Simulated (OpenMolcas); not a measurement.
# C2H3BFN (SMILES FB1C=NC1), step by step

Aim: a single-point energy (HF/ANO-R0), then a single-point energy (CASSCF(2,2)/ANO-R1), then the energy along one coordinate (CASPT2(2,2)/ANO-R1), then the energy along one coordinate (SC-NEVPT2(2,2)/ANO-R1), then an energy scan (MC-PDFT[tPBE](2,2)/ANO-R1) of C2H3BFN. 

The calculation is run with OpenMolcas 26.06.

## (1) The system as given

C2H3BFN has 8 atoms, charge 0, and is taken as a singlet. As SMILES, `FB1C=NC1`. The shape is that of a PBE0-D4/def2-TZVP optimisation.

Bond lengths: F1–B2 1.312 Å, B2–C3 1.553 Å, C3–N4 1.291 Å, B2–C5 1.580 Å, N4–C5 1.510 Å, C3–H6 1.087 Å, C5–H7 1.093 Å, C5–H8 1.090 Å. Some angles: F1–B2–C3 135.6°, F1–B2–C5 135.3°, C3–B2–C5 86.1°, B2–C3–N4 90.7°, C3–N4–C5 99.2°, B2–C5–N4 82.2°, B2–C3–H6 145.8°, N4–C3–H6 122.6°, B2–C5–H7 120.5°, B2–C5–H8 118.9°.

## (2) The energy at HF/ANO-R0 (sfX2C) (run 1)

coord.xyz

```xyz
8

F      0.213200    -1.007300     1.918400
B     -0.024100    -0.304800     0.836200
C      0.319000     1.128500     0.345800
N      0.303900     0.728600    -0.881200
C     -0.301700    -0.640600    -0.682300
H      0.656500     2.120900     0.633900
H      0.257100    -1.432700    -1.186200
H     -1.331600    -0.649700    -1.040300
```

step1.input

```
&GATEWAY
 Coord
 coord.xyz
 Basis
 ANO-R0
 Group
 NoSym

&SEWARD

&SCF
 PrOrbitals
 0

&LOCALISATION
 Occupied
 Freeze
 Pipek-Mezey

&LOCALISATION
 FileOrb
 $Project.LocOrb
 Virtual
 Pipek-Mezey
```

The run is started by

```bash
$ export MOLCAS_MEM=1860
$ pymolcas step1.input > step1.log
```

The log of the run:

```text
--- Start Module: gateway ---
[...]
--- Stop Module: gateway /rc=_RC_ALL_IS_WELL_ ---
[...]
      Basis functions           28
[...]
       Convergence after  14 Iterations
[...]
::    Total SCF energy                               -255.6682305963
[...]
      Total spin, S                                     0.0000000000
[...]
      Total electronic charge=   36.000000
      Total            charge=   -0.000000
[...]
      Dipole Moment (debye):
      Origin of the operator (angstrom)=    0.1102   -0.0900    0.3895
                   X= -3.3492E-01               Y= -2.3166E-01               Z=  4.7004E-01           Total=  6.2191E-01
      Quadrupole Moment (debye*angstrom):
[...]
--- Start Module: localisation ---
[...]
--- Stop Module: localisation /rc=_RC_ALL_IS_WELL_ ---
--- Start Module: localisation ---
[...]
--- Stop Module: localisation /rc=_RC_ALL_IS_WELL_ ---
[...]
```

It took 8.1 s on 1 thread of AMD EPYC 7R43 (Zen 3), shared host; peak memory 0.37 GiB.

## (3) A single-point energy at CASSCF(2,2)/ANO-R1 (sfX2C, RICD fitting) (run 2)

coord.xyz is that of step 2.

step2.inp

```
* C2H3BFN CASSCF

&GATEWAY
  Coord=coord.xyz
  Basis=ANO-R0
  Group=NoSym

&SEWARD

&RASSCF
  FileOrb=$CurrDir/step1.LocOrb
  Alter=2
  1 11 18
  1 19 26
  Spin=1
  Nactel=2 0 0
  Inactive=17
  Ras2=2
  OrbListing=Nothing
>>> COPY $Project.RunFile RUNFIL1
>>> COPY $Project.RasOrb INPORB

&GATEWAY
  Coord=coord.xyz
  Basis=ANO-R1
  Group=NoSym
  RICD

&SEWARD
>>> COPY $Project.RunFile RUNFIL2

&EXPBAS

&RASSCF
  FileOrb=$Project.ExpOrb
  Spin=1
  Nactel=2 0 0
  Inactive=17
  Ras2=2
  OrbListing=Nothing
```

The run is started by

```bash
$ export MOLCAS_MEM=1860
$ pymolcas step2.inp > step2.log
```

The log of the run:

```text
--- Start Module: gateway ---
[...]
--- Stop Module: gateway /rc=_RC_ALL_IS_WELL_ ---
[...]
      Basis functions           28
[...]
      Number of active orbitals                  2
[...]
      Spin quantum number                      0.0
[...]
      Active orbitals                            2
[...]
      Number of CSFs                             3
[...]
      Number of root(s) required                 1
[...]
      Convergence after 23 iterations
[...]
      printout of CI-coefficients larger than  0.05 for root  1
      energy=    -255.680271
      conf/sym  11     Coeff  Weight
             1  20   0.99671 0.99343
             3  02  -0.08104 0.00657
      Natural orbitals and occupation numbers for root  1
      sym 1:   1.986864   0.013136
      ************************************************************************************************************************
      *                                                    Final results                                                     *
[...]
::    RASSCF root number  1 Total energy:   -255.68027077
[...]
      Basis functions           85
[...]
--- Start Module: expbas ---
[...]
--- Stop Module: expbas /rc=_RC_ALL_IS_WELL_ ---
--- Start Module: rasscf ---
[...]
      Convergence after 26 iterations
[...]
      Natural orbitals and occupation numbers for root  1
      sym 1:   1.988645   0.011355
      ************************************************************************************************************************
      *                                                    Final results                                                     *
[...]
::    RASSCF root number  1 Total energy:   -256.29988225
[...]
      Total electronic charge=   36.000000
      Total            charge=   -0.000000
[...]
      Dipole Moment (debye):
      Origin of the operator (angstrom)=    0.1102   -0.0900    0.3895
                   X= -7.2101E-01               Y= -7.1486E-02               Z=  6.5634E-01           Total=  9.7763E-01
      Quadrupole Moment (debye*angstrom):
[...]
--- Stop Module: rasscf /rc=_RC_ALL_IS_WELL_ ---
[...]
```

Wall time 26 s (1 thread of AMD EPYC 7R43 (Zen 3), shared host); peak memory 0.37 GiB.

## (4) The energy along one coordinate at CASPT2(2,2)/ANO-R1 (sfX2C, RICD fitting, ipea shift 0.25 Eh, pt2 variant SS) (run 3)

step3.inp

```
* C2H3BFN CASPT2
>>> EXPORT MOLCAS_PRINT=2
>>> COPY $CurrDir/step2.RasOrb $Project.RasOrb
>>> ForEach K in (1, 2, 3, 4, 5, 6, 7, 8, 9)

&GATEWAY
  Coord=$CurrDir/point$K.xyz
  Basis=ANO-R1
  Group=NoSym
  RICD

&SEWARD

&RASSCF
  FileOrb=$Project.RasOrb
  Spin=1
  Nactel=2 0 0
  Inactive=17
  Ras2=2
  OrbListing=Nothing

&CASPT2
  Imaginary=0.2
  Frozen=5
>>> EndDo
```

The run is started by

```bash
$ export MOLCAS_MEM=1860
$ pymolcas step3.inp > step3.log
```

The log of the run:

```text
[...]
      Basis functions           85
[...]
      Number of active orbitals                  2
[...]
      Spin quantum number                      0.0
[...]
      Active orbitals                            2
[...]
      Number of CSFs                             3
[...]
      Number of root(s) required                 1
[...]
      Convergence after 26 iterations
[...]
      Natural orbitals and occupation numbers for root  1
      sym 1:   1.988797   0.011203
      ************************************************************************************************************************
      *                                                    Final results                                                     *
[...]
::    RASSCF root number  1 Total energy:   -256.27541966
[...]
::    CASPT2 Root  1     Total energy:   -256.95891875
[...]
      Convergence after 22 iterations
[...]
      Natural orbitals and occupation numbers for root  1
      sym 1:   1.988640   0.011360
      ************************************************************************************************************************
      *                                                    Final results                                                     *
[...]
      Convergence after 17 iterations
[...]
      Natural orbitals and occupation numbers for root  1
      sym 1:   1.850982   0.149018
      ************************************************************************************************************************
      *                                                    Final results                                                     *
[...]
      Convergence after 18 iterations
[...]
      Natural orbitals and occupation numbers for root  1
      sym 1:   1.641691   0.358309
      ************************************************************************************************************************
      *                                                    Final results                                                     *
[...]
      Convergence after 16 iterations
[...]
      Natural orbitals and occupation numbers for root  1
      sym 1:   1.333172   0.666828
      ************************************************************************************************************************
      *                                                    Final results                                                     *
[...]
::    RASSCF root number  1 Total energy:   -256.08177217
[...]
::    CASPT2 Root  1     Total energy:   -256.71893570
[...]
      Convergence after 12 iterations
[...]
::    RASSCF root number  1 Total energy:   -256.07622959
[...]
::    CASPT2 Root  1     Total energy:   -256.70936539
[...]
```

Wall time 2.4 min (1 thread of AMD EPYC 7R43 (Zen 3), shared host); peak memory 0.083 GiB.

The scan, from its lowest point:

```
B2–F1 (Å)  energy (kJ/mol)
    1.181             65.1
    1.312              0.0
    1.443             29.3
    1.640            141.2
    1.902            311.1
    2.230            484.6
    2.624            618.0
    3.148            695.2
    3.936            720.3
```

## (5) The energy along one coordinate at SC-NEVPT2(2,2)/ANO-R1 (sfX2C, RICD fitting, pt2 variant SC-NEVPT2) (run 4)

step4.input

```
>>> COPY $CurrDir/step2.RasOrb $Project.RasOrb
>>> ForEach K in (1, 2, 3, 4, 5, 6, 7, 8, 9)

&GATEWAY
 COORD=$CurrDir/point$K.xyz
 BASIS=ANO-R1
 GROUP=NoSym
 RICD

&SEWARD

&RASSCF
 FILEORB=$Project.RasOrb
 SPIN=1
 NACTEL=2 0 0
 INACTIVE=17
 RAS2=2
 ORBLISTING=Nothing

&CASPT2
 SC-NEVPT2
 FROZEN=5
>>> EndDo
```

The run is started by

```bash
$ export MOLCAS_MEM=1860
$ pymolcas step4.input > step4.log
```

The log of the run:

```text
[...]
      Basis functions           85
[...]
      Number of active orbitals                  2
[...]
      Spin quantum number                      0.0
[...]
      Active orbitals                            2
[...]
      Number of CSFs                             3
[...]
      Number of root(s) required                 1
[...]
      Convergence after 26 iterations
[...]
      printout of CI-coefficients larger than  0.05 for root  1
      energy=    -256.275420
      conf/sym  11     Coeff  Weight
             1  20   0.99720 0.99440
             3  02  -0.07484 0.00560
      Natural orbitals and occupation numbers for root  1
      sym 1:   1.988797   0.011203
      ************************************************************************************************************************
      *                                                    Final results                                                     *
[...]
::    RASSCF root number  1 Total energy:   -256.27541966
[...]
      E2 (Variational):          -0.6811820034
[...]
::    SC-NEVPT2 Root  1     Total energy:   -256.95648734
[...]
      Convergence after 22 iterations
[...]
      Natural orbitals and occupation numbers for root  1
      sym 1:   1.988640   0.011360
      ************************************************************************************************************************
      *                                                    Final results                                                     *
[...]
      Convergence after 17 iterations
[...]
      Natural orbitals and occupation numbers for root  1
      sym 1:   1.850982   0.149018
      ************************************************************************************************************************
      *                                                    Final results                                                     *
[...]
      Convergence after 18 iterations
[...]
      Natural orbitals and occupation numbers for root  1
      sym 1:   1.641691   0.358309
      ************************************************************************************************************************
      *                                                    Final results                                                     *
[...]
      Convergence after 16 iterations
[...]
::    RASSCF root number  1 Total energy:   -256.08177217
[...]
::    SC-NEVPT2 Root  1     Total energy:   -256.71310728
[...]
      Convergence after 12 iterations
[...]
::    RASSCF root number  1 Total energy:   -256.07622959
[...]
      E2 (Variational):          -0.6279330037
[...]
      Reference weight:           0.82562
[...]
::    SC-NEVPT2 Root  1     Total energy:   -256.70416260
[...]
```

Wall time 1.9 min (1 thread of AMD EPYC 7R43 (Zen 3), shared host); peak memory 0.083 GiB.

The scan, from its lowest point:

```
B2–F1 (Å)  energy (kJ/mol)
    1.181             64.5
    1.312              0.0
    1.443             25.0
    1.640            132.5
    1.902            301.9
    2.230            482.1
    2.624            624.9
    3.148            703.5
    3.936            727.0
```

## (6) The energy along one coordinate at MC-PDFT[tPBE](2,2)/ANO-R1 (sfX2C, RICD fitting) (run 5)

step5.input

```
* C2H3BFN MC-PDFT
>>> COPY $CurrDir/step2.RasOrb $Project.RasOrb
>>> ForEach K in (1, 2, 3, 4, 5, 6, 7, 8, 9)
&GATEWAY
Coord=$CurrDir/point$K.xyz
Basis=ANO-R1
Group=NoSym
RICD
&SEWARD
&RASSCF
FileOrb=$Project.RasOrb
Spin=1
Nactel=2 0 0
Inactive=17
Ras2=2
OrbListing=Nothing
&MCPDFT
KSDFT=T:PBE
>>> EndDo
```

The run is started by

```bash
$ export MOLCAS_MEM=1860
$ pymolcas step5.input > step5.log
```

The log of the run:

```text
--- Start Module: gateway ---
[...]
      Basis functions           85
[...]
      Number of active orbitals                  2
[...]
      Spin quantum number                      0.0
[...]
      Active orbitals                            2
[...]
      Number of CSFs                             3
[...]
      Number of root(s) required                 1
[...]
      Convergence after 26 iterations
[...]
      printout of CI-coefficients larger than  0.05 for root  1
      energy=    -256.275420
      conf/sym  11     Coeff  Weight
             1  20   0.99720 0.99440
             3  02  -0.07484 0.00560
      Natural orbitals and occupation numbers for root  1
      sym 1:   1.988797   0.011203
      ************************************************************************************************************************
      *                                                    Final results                                                     *
[...]
::    RASSCF root number  1 Total energy:   -256.27541966
[...]
::    MCPDFT root number  1 Total energy:   -257.31876115
[...]
      Convergence after 22 iterations
[...]
      Natural orbitals and occupation numbers for root  1
      sym 1:   1.988640   0.011360
      ************************************************************************************************************************
      *                                                    Final results                                                     *
[...]
      Convergence after 17 iterations
[...]
      Natural orbitals and occupation numbers for root  1
      sym 1:   1.850982   0.149018
      ************************************************************************************************************************
      *                                                    Final results                                                     *
[...]
      Convergence after 18 iterations
[...]
      Natural orbitals and occupation numbers for root  1
      sym 1:   1.641691   0.358309
      ************************************************************************************************************************
      *                                                    Final results                                                     *
[...]
      Convergence after 16 iterations
[...]
::    RASSCF root number  1 Total energy:   -256.08177217
[...]
::    MCPDFT root number  1 Total energy:   -257.08218248
[...]
      Convergence after 12 iterations
[...]
::    RASSCF root number  1 Total energy:   -256.07622959
[...]
      Total electronic charge=   36.000000
      Total            charge=   -0.000000
[...]
::    MCPDFT root number  1 Total energy:   -257.06856128
[...]
```

Run time: 1.8 min. Hardware: 1 thread of AMD EPYC 7R43 (Zen 3), shared host; peak memory 0.083 GiB.

The scan, from its lowest point:

```
B2–F1 (Å)  energy (kJ/mol)
    1.181             65.6
    1.312              0.0
    1.443             22.5
    1.640            119.5
    1.902            268.4
    2.230            428.6
    2.624            579.4
    3.148            686.7
    3.936            722.5
```

## (7) Summary of results

```
                                                   quantity          value
                             run 1, HF/ANO-R0: total energy  -255.66823 Eh
                            run 1, HF/ANO-R0: dipole moment         0.62 D
                              run 1, HF/ANO-R0: HOMO energy      -11.33 eV
                              run 1, HF/ANO-R0: LUMO energy        3.02 eV
                            run 1, HF/ANO-R0: HOMO–LUMO gap       14.35 eV
                    run 2, CASSCF(2,2)/ANO-R1: total energy  -256.29988 Eh
  run 2, CASSCF(2,2)/ANO-R1: dipole moment (CASSCF density)         0.98 D
       run 3, CASPT2(2,2)/ANO-R1: lowest energy of the scan  -256.98373 Eh
    run 4, SC-NEVPT2(2,2)/ANO-R1: lowest energy of the scan  -256.98105 Eh
run 5, MC-PDFT[tPBE](2,2)/ANO-R1: lowest energy of the scan  -257.34375 Eh
```

In words: Mulliken charges (run 2, CASSCF(2,2)/ANO-R1) run from -0.24 on F1 to +0.29 on B2.
